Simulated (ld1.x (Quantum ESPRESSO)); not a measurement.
**An RRKJ potential for zirconium, from input to tests**

Do these settings give a usable potential? It is generated, then checked for transferability, scattering, ghosts and hardness.

The numbers are computed with ld1.x (Quantum ESPRESSO) 7.5 (PW91, scalar-relativistic, spin-unpolarised reference atom).

## Step 1: The atom and the settings

Typed settings, in words:

```json
{
  "element": "zirconium (Zr, Z = 40)",
  "type": "norm-conserving RRKJ (Kleinman–Bylander form)",
  "frozen core": "[Ar] 3d10",
  "valence charge": "12",
  "reference configuration": "4s2 4p6 4d2 5s1.75 5p0.25",
  "partial waves": "4p (bound): rc 2.25 bohr; 4d (bound): rc 2.55 bohr; 4s (bound): rc 2.00 bohr",
  "occupied shells without a wave": "5p, 5s",
  "local potential": "the s channel",
  "core correction": "not asked for"
}
```

## Step 2: The generation run

File Zr.in:

```
 &input
   title='Zr', zed=40., rel=1, dft='PW91', iswitch=3,
   config='[Kr] 4d2 5s1.75 5p0.25',
   nld=3, rlderiv=2.75, eminld=-6.0, emaxld=5.0, deld=0.02
 /
 &inputp
   pseudotype=2, tm=.false., rho0=0.001, lloc=0,
   nlcc=.false.,
   file_pseudopw='Zr.UPF', file_wfcaegen='ae.wfc', file_wfcncgen='nc.wfc', file_beta='beta', file_chi='chi'
 /
3
4P  2  1   6.00   0.00  2.25  2.25  0.0
4D  3  2   2.00   0.00  2.55  2.55  0.0
4S  1  0   2.00   0.00  2.00  2.00  0.0
 &test
   configts(1)='4s2 4p6 4d2 5s1.75 5p0.25'
 /
```

Started as:

```bash
ld1.x < Zr.in > Zr.out
```

The output, Zr.out (without the banner and most projector matrices):

```text
     Program LD1 v.7.5
     --------------------------- All-electron run ----------------------------

     Zr
     scalar relativistic calculation

     atomic number is 40.00
     dft =PW91   lsd =0 sic =0 latt =0  beta=0.20 tr2=1.0E-14
     Exchange-correlation= PW91
                           (   1   4   2   2   0   0   0)
     mesh =1225 r(mesh) = 100.59681 a.u. xmin = -7.00 dx = 0.01250
     1 Ry =  13.60569312 eV, c = 137.03599908

     n l     nl                  e(Ry)          e(Ha)          e(eV)
     1 0     1S 1( 2.00)     -1310.3470      -655.1735    -17828.1798
     2 0     2S 1( 2.00)      -181.5869       -90.7935     -2470.6159
     2 1     2P 1( 6.00)      -161.9526       -80.9763     -2203.4772
     3 0     3S 1( 2.00)       -29.7748       -14.8874      -405.1063
     3 1     3P 1( 6.00)       -23.3780       -11.6890      -318.0739
     4 0     4S 1( 2.00)        -4.0334        -2.0167       -54.8774
     4 1     4P 1( 6.00)        -2.4125        -1.2062       -32.8237
     3 2     3D 1(10.00)       -12.8740        -6.4370      -175.1598
     4 2     4D 1( 2.00)        -0.2880        -0.1440        -3.9191
     5 0     5S 1( 1.75)        -0.3439        -0.1720        -4.6794
     5 1     5P 1( 0.25)        -0.1220        -0.0610        -1.6601

     final scf error:  1.8E-15 reached in  35 iterations

     Etot =   -7198.326139 Ry,   -3599.163070 Ha,  -97938.216447 eV

     Ekin =    7401.378513 Ry,    3700.689256 Ha,  100700.884729 eV
     Encl =  -17330.197436 Ry,   -8665.098718 Ha, -235789.348070 eV
     Eh   =    2959.590880 Ry,    1479.795440 Ha,   40267.285281 eV
     Exc  =    -229.098096 Ry,    -114.549048 Ha,   -3117.038386 eV

     normalization and overlap integrals

     s(1S/1S) =  1.000000  <r> =   0.0371  <r2> =    0.0019  r(max) =   0.0241
     s(2S/2S) =  1.000000  <r> =   0.1626  <r2> =    0.0312  r(max) =   0.1368
     s(2P/2P) =  1.000000  <r> =   0.1417  <r2> =    0.0245  r(max) =   0.1093
     s(3S/3S) =  1.000000  <r> =   0.4585  <r2> =    0.2411  r(max) =   0.4060
     s(3P/3P) =  1.000000  <r> =   0.4621  <r2> =    0.2489  r(max) =   0.4010
     s(4S/4S) =  1.000000  <r> =   1.2123  <r2> =    1.6673  r(max) =   1.0764
     s(4P/4P) =  1.000000  <r> =   1.3681  <r2> =    2.1498  r(max) =   1.1748
     s(3D/3D) =  1.000000  <r> =   0.4525  <r2> =    0.2477  r(max) =   0.3495
     s(4D/4D) =  1.000000  <r> =   2.2776  <r2> =    6.4911  r(max) =   1.6058
     s(5S/5S) =  1.000000  <r> =   3.6979  <r2> =   15.6293  r(max) =   3.1538
     s(5P/5P) =  1.000000  <r> =   5.1793  <r2> =   31.3709  r(max) =   4.1005

     ------------------------ End of All-electron run ------------------------

     --------------------- Generating NC pseudopotential ---------------------

      Generating local pot.: lloc=0, matching radius rcloc =   2.0000

      Wfc   4P  rcut= 2.250  Estimated cut-off energy=       36.44 Ry
      This function has    0 nodes for 0 < r <    2.250

      Wfc   4D  rcut= 2.550  Estimated cut-off energy=       35.93 Ry
      This function has    0 nodes for 0 < r <    2.550

     ------------------- End of pseudopotential generation -------------------

     [... the all-electron block is printed once more ...]


     Computing logarithmic derivative in   2.76597

       Warning: n=2, l=1 expected 0 nodes, found 1
       Setting wfc to zero for this iteration
       (This warning will only be printed once per wavefunction)

     Message from routine run_pseudo:
     Warning: convergence not achieved
     Computing logarithmic derivative in   2.76597
     Computing the partial wave expansion
       no projector for channel:   0
     R is outside the sphere for l=    1 j= 0.00
     R is outside the sphere for l=    2 j= 0.00

     ---------------------- Testing the pseudopotential ----------------------

     Zr
     scalar relativistic calculation

     atomic number is 40.00   valence charge is 12.00
     dft =PW91   lsd =0 sic =0 latt =0  beta=0.20 tr2=1.0E-14
     mesh =1225 r(mesh) = 100.59681 xmin = -7.00 dx = 0.01250

     n l     nl             e AE (Ry)        e PS (Ry)    De AE-PS (Ry)
     1 0     4S   1( 2.00)       -4.03341       -4.03341       -0.00000
     2 1     4P   1( 6.00)       -2.41250       -2.41250       -0.00000
     3 2     4D   1( 2.00)       -0.28805       -0.28805        0.00000
     2 0     5S   1( 1.75)       -0.34393       -0.42646        0.08253  !
     3 1     5P   1( 0.25)       -0.12201       -0.13789        0.01588  !

     eps = 1.4E-11  iter =201

     Etot =   -7198.326139 Ry,   -3599.163070 Ha,  -97938.216447 eV
     Etotps =   -96.161632 Ry,     -48.080816 Ha,   -1308.345655 eV

     Ekin =      28.048753 Ry,      14.024376 Ha,     381.622720 eV
     Encl =    -186.096537 Ry,     -93.048268 Ha,   -2531.972373 eV
     Ehrt =      75.696324 Ry,      37.848162 Ha,    1029.900954 eV
     Ecxc =     -11.479217 Ry,      -5.739608 Ha,    -156.182702 eV
     Epseu=      -2.330955 Ry,      -1.165477 Ha,     -31.714252 eV

     ---------------------- End of pseudopotential test ----------------------
```

Run time: 5.5 s. Hardware: 1 thread, shared host. This counts the later configuration tests of the new file too.

All-electron and pseudo partial waves u(r) = r·R(r), from the program's wave files:

```tsv
r (bohr)	4s AE	4s PS
0.128	0.3291	0.1533
0.255	-0.3654	0.3026
0.382	-0.5315	0.4465
0.510	-0.1562	0.5829
0.638	0.3322	0.7067
0.765	0.7150	0.8116
0.893	0.9473	0.8921
1.020	1.0429	0.9393
1.148	1.0403	0.9476
1.275	0.9754	0.9153
1.402	0.8772	0.8476
1.530	0.7650	0.7545
1.658	0.6526	0.6502
1.785	0.5483	0.5481
1.912	0.4549	0.4549
2.040	0.3731	0.3731
2.168	0.3035	0.3035
2.295	0.2459	0.2459
2.422	0.1981	0.1981
2.550	0.1586	0.1586
2.678	0.1266	0.1266
2.805	0.1010	0.1010
2.932	0.0803	0.0803
3.060	0.0637	0.0637
3.188	0.0503	0.0503
3.315	0.0398	0.0398
```

## Step 3: Configuration tests

File Zr.test.in:

```
 &input
   title='Zr', zed=40., rel=1, dft='PW91', iswitch=2,
   config='[Kr] 4d2 5s1.75 5p0.25'
 /
 &test
   file_pseudo='Zr.UPF', nconf=8,
   configts(1)='4s2 4p6 4d2 5s1.75 5p0.25',
   configts(2)='4s2 4p6 4d2 5s2 5p0',
   configts(3)='4s2 4p6 4d2 5s1 5p0',
   configts(4)='4s2 4p6 4d2 5s0 5p0',
   configts(5)='4s1 4p6 4d2 5s2 5p0',
   configts(6)='4s2 4p6 4d2 5s0 5p2',
   configts(7)='4s2 4p6 4d3 5s0 5p0',
   configts(8)='4s2 4p5 4d2 5s2 5p0'
 /
```

Started as:

```bash
ld1.x < Zr.test.in > Zr.test.out
```

Zr.test.out, the pseudopotential blocks, each with the warnings that came before it:

```text
     Warning: convergence not achieved
     Warning: n=2, l=1 expected 0 nodes, found 1
     ---------------------- Testing the pseudopotential ----------------------

     Zr
     scalar relativistic calculation

     atomic number is 40.00   valence charge is 12.00
     dft =PW91   lsd =0 sic =0 latt =0  beta=0.20 tr2=1.0E-14
     mesh =1225 r(mesh) = 100.59681 xmin = -7.00 dx = 0.01250

     n l     nl             e AE (Ry)        e PS (Ry)    De AE-PS (Ry)
     1 0     4S   1( 2.00)       -4.03341       -4.03341       -0.00000
     2 1     4P   1( 6.00)       -2.41250       -2.41250       -0.00000
     3 2     4D   1( 2.00)       -0.28805       -0.28805        0.00000
     2 0     5S   1( 1.75)       -0.34393       -0.42646        0.08253  !
     3 1     5P   1( 0.25)       -0.12201       -0.13789        0.01588  !

     eps = 4.0E-12  iter =201

     Etot =   -7198.326139 Ry,   -3599.163069 Ha,  -97938.216446 eV
     Etotps =   -96.161632 Ry,     -48.080816 Ha,   -1308.345654 eV

     Ekin =      28.048753 Ry,      14.024376 Ha,     381.622720 eV
     Encl =    -186.096537 Ry,     -93.048268 Ha,   -2531.972373 eV
     Ehrt =      75.696324 Ry,      37.848162 Ha,    1029.900954 eV
     Ecxc =     -11.479217 Ry,      -5.739608 Ha,    -156.182702 eV
     Epseu=      -2.330955 Ry,      -1.165477 Ha,     -31.714252 eV

     ---------------------- End of pseudopotential test ----------------------

     Warning: convergence not achieved
     ---------------------- Testing the pseudopotential ----------------------

     Zr
     [...]
     n l     nl             e AE (Ry)        e PS (Ry)    De AE-PS (Ry)
     1 0     4S   1( 2.00)       -4.00965       -4.00274       -0.00691  !
     2 1     4P   1( 6.00)       -2.38880       -2.38268       -0.00612  !
     3 2     4D   1( 2.00)       -0.26759       -0.26389       -0.00369
     2 0     5S   1( 2.00)       -0.32959       -0.40800        0.07841  !
     3 1     5P   1( 0.00)       -0.11071       -0.12421        0.01349  !

     eps = 5.5E-12  iter =201

     Etot =   -7198.381200 Ry,   -3599.190600 Ha,  -97938.965584 eV
     Etotps =   -96.233121 Ry,     -48.116560 Ha,   -1309.318306 eV
     dEtot_ae =      -0.055061 Ry
     dEtot_ps =      -0.071489 Ry,   Delta E=       0.016428 Ry

     [...]
     ---------------------- End of pseudopotential test ----------------------

     Warning: convergence not achieved
     ---------------------- Testing the pseudopotential ----------------------

     Zr
     [...]
     n l     nl             e AE (Ry)        e PS (Ry)    De AE-PS (Ry)
     1 0     4S   1( 2.00)       -4.50155       -4.55387        0.05232  !
     2 1     4P   1( 6.00)       -2.88100       -2.92990        0.04890  !
     3 2     4D   1( 2.00)       -0.73769       -0.77462        0.03693  !
     2 0     5S   1( 1.00)       -0.73487       -0.86314        0.12827  !
     3 1     5P   1( 0.00)       -0.46341       -0.50952        0.04611  !

     eps = 2.1E-12  iter =201

     Etot =   -7197.852784 Ry,   -3598.926392 Ha,  -97931.776119 eV
     Etotps =   -95.602573 Ry,     -47.801286 Ha,   -1300.739263 eV
     dEtot_ae =       0.473355 Ry
     dEtot_ps =       0.559059 Ry,   Delta E=      -0.085704 Ry

     [...]
     ---------------------- End of pseudopotential test ----------------------

     Warning: convergence not achieved
     ---------------------- Testing the pseudopotential ----------------------

     Zr
     [...]
     n l     nl             e AE (Ry)        e PS (Ry)    De AE-PS (Ry)
     1 0     4S   1( 2.00)       -5.07642       -5.20627        0.12985  !
     2 1     4P   1( 6.00)       -3.45365       -3.57371        0.12006  !
     3 2     4D   1( 2.00)       -1.27527       -1.36681        0.09154  !
     2 0     5S   1( 0.00)       -1.18315       -1.37948        0.19632  !
     3 1     5P   1( 0.00)       -0.86548       -0.96092        0.09543  !

     eps = 9.1E-12  iter =201

     Etot =   -7196.898878 Ry,   -3598.449439 Ha,  -97918.797572 eV
     Etotps =   -94.487386 Ry,     -47.243693 Ha,   -1285.566380 eV
     dEtot_ae =       1.427261 Ry
     dEtot_ps =       1.674246 Ry,   Delta E=      -0.246985 Ry

     [...]
     ---------------------- End of pseudopotential test ----------------------

     Warning: convergence not achieved
     ---------------------- Testing the pseudopotential ----------------------

     Zr
     [...]
     n l     nl             e AE (Ry)        e PS (Ry)    De AE-PS (Ry)
     1 0     4S   1( 1.00)       -4.92869       -4.88712       -0.04157  !
     2 1     4P   1( 6.00)       -3.26849       -3.22611       -0.04239  !
     3 2     4D   1( 2.00)       -0.99496       -0.96356       -0.03140  !
     2 0     5S   1( 2.00)       -0.84289       -0.97853        0.13564  !
     3 1     5P   1( 0.00)       -0.53358       -0.57467        0.04109  !

     eps = 1.0E-11  iter =201

     Etot =   -7193.928105 Ry,   -3596.964052 Ha,  -97878.378142 eV
     Etotps =   -91.801398 Ry,     -45.900699 Ha,   -1249.021652 eV
     dEtot_ae =       4.398034 Ry
     dEtot_ps =       4.360234 Ry,   Delta E=       0.037801 Ry

     [...]
     ---------------------- End of pseudopotential test ----------------------

     Warning: convergence not achieved
     ---------------------- Testing the pseudopotential ----------------------

     Zr
     [...]
     n l     nl             e AE (Ry)        e PS (Ry)    De AE-PS (Ry)
     1 0     4S   1( 2.00)       -4.18550       -4.23287        0.04737  !
     2 1     4P   1( 6.00)       -2.56351       -2.60523        0.04172  !
     3 2     4D   1( 2.00)       -0.41505       -0.43948        0.02443  !
     2 0     5S   1( 0.00)       -0.42729       -0.53622        0.10893  !
     3 1     5P   1( 2.00)       -0.18819       -0.21786        0.02967  !

     eps = 4.4E-11  iter =201

     Etot =   -7197.921305 Ry,   -3598.960653 Ha,  -97932.708406 eV
     Etotps =   -95.628783 Ry,     -47.814391 Ha,   -1301.095875 eV
     dEtot_ae =       0.404833 Ry
     dEtot_ps =       0.532849 Ry,   Delta E=      -0.128015 Ry

     [...]
     ---------------------- End of pseudopotential test ----------------------

     Warning: convergence not achieved
     ---------------------- Testing the pseudopotential ----------------------

     Zr
     [...]
     n l     nl             e AE (Ry)        e PS (Ry)    De AE-PS (Ry)
     1 0     4S   1( 2.00)       -4.30103       -4.42120        0.12017  !
     2 1     4P   1( 6.00)       -2.69239       -2.80003        0.10765  !
     3 2     4D   1( 3.00)       -0.60260       -0.67476        0.07216  !
     2 0     5S   1( 0.00)       -0.65893       -0.79779        0.13886  !
     3 1     5P   1( 0.00)       -0.41082       -0.46722        0.05641  !

     eps = 8.8E-12  iter =201

     Etot =   -7197.825165 Ry,   -3598.912583 Ha,  -97931.400352 eV
     Etotps =   -95.496394 Ry,     -47.748197 Ha,   -1299.294630 eV
     dEtot_ae =       0.500974 Ry
     dEtot_ps =       0.665238 Ry,   Delta E=      -0.164264 Ry

     [...]
     ---------------------- End of pseudopotential test ----------------------

     Warning: convergence not achieved
     ---------------------- Testing the pseudopotential ----------------------

     Zr
     [...]
     n l     nl             e AE (Ry)        e PS (Ry)    De AE-PS (Ry)
     1 0     4S   1( 2.00)       -4.88753       -4.84449       -0.04304  !
     2 1     4P   1( 5.00)       -3.23381       -3.19501       -0.03880  !
     3 2     4D   1( 2.00)       -0.97726       -0.95396       -0.02331  !
     2 0     5S   1( 2.00)       -0.84126       -0.97194        0.13068  !
     3 1     5P   1( 0.00)       -0.53323       -0.57322        0.03999  !

     eps = 1.7E-11  iter =201

     Etot =   -7195.585036 Ry,   -3597.792518 Ha,  -97900.921840 eV
     Etotps =   -93.456761 Ry,     -46.728381 Ha,   -1271.544011 eV
     dEtot_ae =       2.741103 Ry
     dEtot_ps =       2.704871 Ry,   Delta E=       0.036232 Ry

     [...]
     ---------------------- End of pseudopotential test ----------------------
```

The tests as a table, with energies relative to 4s2 4p6 4d2 5s1.75 5p0.25. A star marks tests that logged a warning.

| valence configuration | charge | ΔE all-electron (eV) | error AE − PS (meV) |
| --- | --- | --- | --- |
| 4s2 4p6 4d2 5s2 5p0 * | 0 | -0.749 | +224 |
| 4s2 4p6 4d2 5s1 5p0 * | +1 | 6.440 | -1166 |
| 4s2 4p6 4d2 5s0 5p0 * | +2 | 19.419 | -3360 |
| 4s1 4p6 4d2 5s2 5p0 * | +1 | 59.838 | +514 |
| 4s2 4p6 4d2 5s0 5p2 * | 0 | 5.508 | -1742 |
| 4s2 4p6 4d3 5s0 5p0 * | +1 | 6.816 | -2235 |
| 4s2 4p5 4d2 5s2 5p0 * | +1 | 37.295 | +493 |

## Step 4: Logarithmic derivatives

Taken from the files of the generation run. The phase is arctan(r·u′/u) with u = r·R, unwrapped, with energies in Ry. A pole is an energy at which the radial function vanishes at the test radius. The pseudo phase is shifted by a multiple of π to meet the all-electron one at the reference energy. Levels narrower than the energy grid can be missing from the poles. The last column is the largest difference on the grid between −1 and +1 Ry.

| channel | radius (bohr) | reference (Ry) | poles AE | poles PS | window around the reference with phases within 0.05 rad (Ry) | largest difference near zero (rad) |
| --- | --- | --- | --- | --- | --- | --- |
| s | 2.77 | -4.03 | -3.99, 2.51 | -3.99, 1.37 | below -1.2 | 0.759 |
| p | 2.77 | -2.41 | -2.29, 3.67 | -2.29, 2.58 | below -0.4 | 0.695 |
| d | 2.77 | -0.29 | 0.29 | 0.22, 3.72 | below 0.4 | 0.106 |

Phases (rad) along the scan:

```tsv
E (Ry)	s AE	s PS	p AE	p PS
-6.00	1.404	1.404	1.411	1.411
-5.48	1.393	1.392	1.402	1.401
-4.96	1.375	1.375	1.390	1.390
-4.44	1.335	1.334	1.375	1.375
-3.92	-1.662	-1.662	1.355	1.354
-3.40	-1.767	-1.768	1.321	1.319
-2.88	-1.803	-1.806	1.225	1.223
-2.36	-1.842	-1.849	-1.470	-1.471
-1.84	-1.897	-1.913	-1.755	-1.759
-1.32	-1.988	-2.030	-1.830	-1.839
-0.80	-2.177	-2.336	-1.909	-1.930
-0.28	-2.715	-3.445	-2.036	-2.099
0.24	-3.836	-4.337	-2.320	-2.592
0.76	-4.355	-4.585	-3.145	-3.840
1.28	-4.541	-4.698	-4.084	-4.400
1.80	-4.635	-4.774	-4.418	-4.584
2.32	-4.694	-4.846	-4.558	-4.678
2.84	-4.740	-4.937	-4.635	-4.744
3.36	-4.780	-5.106	-4.687	-4.801
3.88	-4.821	-5.639	-4.728	-4.866
4.40	-4.870	-7.020	-4.764	-4.960
4.92	-4.940	-7.510	-4.801	-5.152
```

## Step 5: Cutoff and ghost test in a Bessel basis

A separate test, outside the generator: the pseudo-atom's Hamiltonian at the reference potential is diagonalised in spherical Bessel functions j_l(qr) that vanish at 20 bohr, with q² up to the cutoff.

All-electron valence levels (Ry): 4p -2.4125, 5p -0.1220, 4d -0.2880, 4s -4.0334, 5s -0.3439. The lowest levels of each channel (Ry) by cutoff; the last column sums, over occupied levels, occupation times the distance from the level at 400 Ry. A positive value at high cutoff is not a bound level.

```tsv
cutoff (Ry)	p #1	p #2	d #1	s #1	s #2	f #1	Σ f·Δε (mRy)
8	-2.1336	-0.0972	-0.1620	-3.9902	-0.4040	0.0908	2061.5
12	-2.3506	-0.1187	-0.2430	-3.9960	-0.4224	0.0908	548.2
21	-2.4118	-0.1358	-0.2869	-4.0290	-0.4241	0.0908	20.1
25	-2.4125	-0.1374	-0.2879	-4.0313	-0.4250	0.0908	7.4
30	-2.4125	-0.1378	-0.2880	-4.0317	-0.4259	0.0908	4.4
45	-2.4125	-0.1378	-0.2881	-4.0331	-0.4263	0.0908	1.0
55	-2.4125	-0.1379	-0.2881	-4.0334	-0.4264	0.0908	0.2
400	-2.4125	-0.1379	-0.2881	-4.0334	-0.4265	0.0908	0.0
```

The sum stays within 10 mRy from 25 Ry and within 1 mRy from 45 Ry. The sum leaves out empty levels, which can need more. Ghost test: no level below the all-electron spectrum of its channel (p, d, s, f tested).

## Step 6: Results

| quantity | value |
| --- | --- |
| cutoffs for 10 and 1 mRy, occupied levels | 25 Ry and 45 Ry |
| bound ghosts | none found |
| largest miss of a reference level | 1123 meV (5s) |
| largest test error (AE − PS) | -3360 meV, for 4s2 4p6 4d2 5s0 5p0 (one of 8 tests with a warning) |
| largest phase difference near zero energy, channels read | 0.759 rad |

What this shows: Already in the reference configuration the 5s level is off by 1123 meV; it has no partial wave or projector of its own. By total energies transferability is poor: the largest error is 3360 meV on 19.4 eV, for 4s2 4p6 4d2 5s0 5p0. The potential is soft on the atom at that tolerance: the looser tolerance needs 25 Ry. The slowest occupied level is 4s: taken alone it needs 40 Ry to come within 1 mRy, against 30 Ry for 5s. The Bessel-basis test finds no level below the valence levels. Near zero energy the largest phase difference among the channels read is 0.76 rad, in the s channel. In the s channel the atom's pole at 2.51 Ry sits lower, at 1.37 Ry, in the pseudo curve.
